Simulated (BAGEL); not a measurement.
# C2H4FGa (SMILES C=[CH][GaH][F]) at HF/3-21G (density fitting with qzvpp-jkfit)

What is the vertical ionisation energy of C2H4FGa at HF/3-21G (density fitting with qzvpp-jkfit)? 

Program for the calculation: BAGEL 1.2.2.

4 further runs of the same task are left out: 2 that didn't finish, 2 set aside as unsound or not needed.

**1. The system as given**

C2H4FGa has 8 atoms, charge 0, and is taken as a singlet. As SMILES, `C=[CH][GaH][F]`. Geometry: relaxed at PBE0-D4/def2-TZVP. This is one conformer, not always the lowest.

Bond lengths: C1–C2 1.332 Å, C2–Ga3 1.936 Å, Ga3–F4 1.763 Å, C1–H5 1.088 Å, C1–H6 1.088 Å, C2–H7 1.087 Å, Ga3–H8 1.557 Å. Angles: C1–C2–Ga3 120.9°, C2–Ga3–F4 115.4°, C1–C2–H7 118.8°, Ga3–C2–H7 120.3°, C2–C1–H5 122.2°, C2–C1–H6 122.3°, C2–Ga3–H8 129.9°, F4–Ga3–H8 114.7°, H5–C1–H6 115.5°.

**2. The energy at HF/3-21G (density fitting with qzvpp-jkfit)**

input.json reads:

```json
{ "bagel" : [

{
  "title" : "molecule",
  "basis" : "3-21g",
  "df_basis" : "qzvpp-jkfit",
  "angstrom" : true,
  "geometry" : [
    { "atom" : "C", "xyz" : [      -0.837100,       1.175400,       0.060900 ] },
    { "atom" : "C", "xyz" : [       0.342600,       0.569500,      -0.065000 ] },
    { "atom" : "Ga", "xyz" : [       0.481700,      -1.360200,      -0.007600 ] },
    { "atom" : "F", "xyz" : [       2.110500,      -2.006100,      -0.199600 ] },
    { "atom" : "H", "xyz" : [      -1.762100,       0.620500,       0.200100 ] },
    { "atom" : "H", "xyz" : [      -0.941100,       2.257800,       0.031600 ] },
    { "atom" : "H", "xyz" : [       1.232300,       1.179600,      -0.202300 ] },
    { "atom" : "H", "xyz" : [      -0.626900,      -2.436700,       0.182000 ] }
  ]
},

{ "title" : "hf" },

{ "title" : "print", "file" : "orbitals.molden", "orbitals" : true }

]}
```

The run is started by

```console
BAGEL_NUM_THREADS=1 BAGEL input.json > input.out
```

Output:

```text
* using 1 threads per process

  ===============================================================
  ===============================================================

  *** Geometry ***

  { "atom" : "C", "xyz" : [     -1.581890,      2.221184,      0.115084 ] },
  { "atom" : "C", "xyz" : [      0.647420,      1.076199,     -0.122832 ] },
  { "atom" : "Ga", "xyz" : [      0.910281,     -2.570405,     -0.014362 ] },
  { "atom" : "F", "xyz" : [      3.988267,     -3.790980,     -0.377189 ] },
  { "atom" : "H", "xyz" : [     -3.329886,      1.172575,      0.378134 ] },
  { "atom" : "H", "xyz" : [     -1.778421,      4.266624,      0.059715 ] },
  { "atom" : "H", "xyz" : [      2.328710,      2.229121,     -0.382292 ] },
  { "atom" : "H", "xyz" : [     -1.184669,     -4.604696,      0.343930 ] },

  Number of auxiliary basis functions:      565

  Since a DF basis is specified, we compute 2- and 3-index integrals:
    o Being stored without compression. Storage requirement is 0.015 GB

  Number of basis functions:       57
  Number of electrons      :       56

    * METHOD: MOLECULE                             0.28

  *** RHF ***

  === Nuclear Repulsion ===
   246.7544506009

      * DIIS with orbital gradients will be used.

  === RHF iteration (3-21g) ===
      0      -2090.25760060          0.02308904           0.07
      1      -2090.36936537          0.01329513           0.06
      2      -2090.41060505          0.00157877           0.06
      3      -2090.41171600          0.00043931           0.06
      4      -2090.41179010          0.00009993           0.06
      5      -2090.41179762          0.00003550           0.07
      6      -2090.41179830          0.00001794           0.07
      7      -2090.41179846          0.00000271           0.06
      8      -2090.41179847          0.00000067           0.06
      9      -2090.41179847          0.00000025           0.06
     10      -2090.41179847          0.00000007           0.06
     11      -2090.41179847          0.00000002           0.06
     12      -2090.41179847          0.00000001           0.06
    * SCF iteration converged.

    * Permanent dipole moment:
           (    0.969972,    -0.682341,    -0.102197) a.u.

    * METHOD: HF                                   1.02

    * METHOD: PRINT                                0.01

  ===============================================================
```

Wall time 1.4 s (1 thread of Arm Neoverse V1, shared host); peak memory 0.1 GiB.

**3. The doublet cation, same level**

input.json reads:

```json
{ "bagel" : [

{
  "title" : "molecule",
  "basis" : "3-21g",
  "df_basis" : "qzvpp-jkfit",
  "angstrom" : "true",
  "geometry" : [
    { "atom" : "C", "xyz" : [   -0.837100,    1.175400,    0.060900 ] },
    { "atom" : "C", "xyz" : [    0.342600,    0.569500,   -0.065000 ] },
    { "atom" : "Ga", "xyz" : [    0.481700,   -1.360200,   -0.007600 ] },
    { "atom" : "F", "xyz" : [    2.110500,   -2.006100,   -0.199600 ] },
    { "atom" : "H", "xyz" : [   -1.762100,    0.620500,    0.200100 ] },
    { "atom" : "H", "xyz" : [   -0.941100,    2.257800,    0.031600 ] },
    { "atom" : "H", "xyz" : [    1.232300,    1.179600,   -0.202300 ] },
    { "atom" : "H", "xyz" : [   -0.626900,   -2.436700,    0.182000 ] }
  ]
},
{ "title" : "uhf", "charge" : 1, "nopen" : 1 },
{ "title" : "print", "file" : "orbitals.molden", "orbitals" : "true" }

]}
```

The run is started by

```console
BAGEL_NUM_THREADS=1 BAGEL input.json > input.out
```

Output:

```text
* using 1 threads per process

  ===============================================================
  ===============================================================

  *** Geometry ***

  { "atom" : "C", "xyz" : [     -1.581890,      2.221184,      0.115084 ] },
  { "atom" : "C", "xyz" : [      0.647420,      1.076199,     -0.122832 ] },
  { "atom" : "Ga", "xyz" : [      0.910281,     -2.570405,     -0.014362 ] },
  { "atom" : "F", "xyz" : [      3.988267,     -3.790980,     -0.377189 ] },
  { "atom" : "H", "xyz" : [     -3.329886,      1.172575,      0.378134 ] },
  { "atom" : "H", "xyz" : [     -1.778421,      4.266624,      0.059715 ] },
  { "atom" : "H", "xyz" : [      2.328710,      2.229121,     -0.382292 ] },
  { "atom" : "H", "xyz" : [     -1.184669,     -4.604696,      0.343930 ] },

  Number of auxiliary basis functions:      565

  Since a DF basis is specified, we compute 2- and 3-index integrals:
    o Being stored without compression. Storage requirement is 0.015 GB

  Number of basis functions:       57
  Number of electrons      :       56

    * METHOD: MOLECULE                             0.28

  *** Open-shell HF ***

  === Nuclear Repulsion ===
   246.7544506009

      * DIIS with orbital gradients will be used.

  === UHF iteration (3-21g) ===
      0      -2089.85628337          0.04476077           0.13
      1      -2089.95859912          0.03454597           0.13
      2      -2090.00021251          0.02378908           0.13
      3      -2090.03306418          0.00222996           0.13
      4      -2090.03504199          0.00110757           0.13
      5      -2090.03590263          0.00056383           0.13
      6      -2090.03630271          0.00015987           0.13
      7      -2090.03659496          0.00009471           0.13
      8      -2090.03683748          0.00008503           0.13
      9      -2090.03710892          0.00008036           0.13
[... 24 lines of this table left out ...]
     34      -2090.03822413          0.00000002           0.13
     35      -2090.03822413          0.00000002           0.12
     36      -2090.03822413          0.00000001           0.13
     37      -2090.03822413          0.00000001           0.13
    * SCF iteration converged.

    * S^2 (UHF) is 0.9421

    * Permanent dipole moment:
           (    1.911667,    -1.795062,    -0.182640) a.u.

    * METHOD: UHF                                  4.99

    * METHOD: PRINT                                0.01

  ===============================================================
```

Run time: 5.4 s. Hardware: 1 thread of Arm Neoverse V1, shared host; peak memory 0.1 GiB.

**4. Summary of results**

Level: HF/3-21G (density fitting with qzvpp-jkfit).

```
                                          quantity           value
                     singlet C2H4FGa: total energy  -2090.41180 Eh
                    singlet C2H4FGa: dipole moment          3.03 D
                      singlet C2H4FGa: HOMO energy       -10.76 eV
                      singlet C2H4FGa: LUMO energy         1.56 eV
                    singlet C2H4FGa: HOMO–LUMO gap        12.32 eV
                      doublet cation: total energy  -2090.03822 Eh
                              doublet cation: ⟨S²⟩           0.942
vertical ionisation energy (to the doublet cation)       10.165 eV
```

**Reading.** Removing an electron at fixed nuclei costs 10.17 eV (981 kJ/mol). −ε(HOMO) before ionisation, 10.76 eV, is 0.59 eV above this ionisation energy. ⟨S²⟩ (doublet cation) is 0.94 where a pure doublet has 0.75: the reference is spin-contaminated.
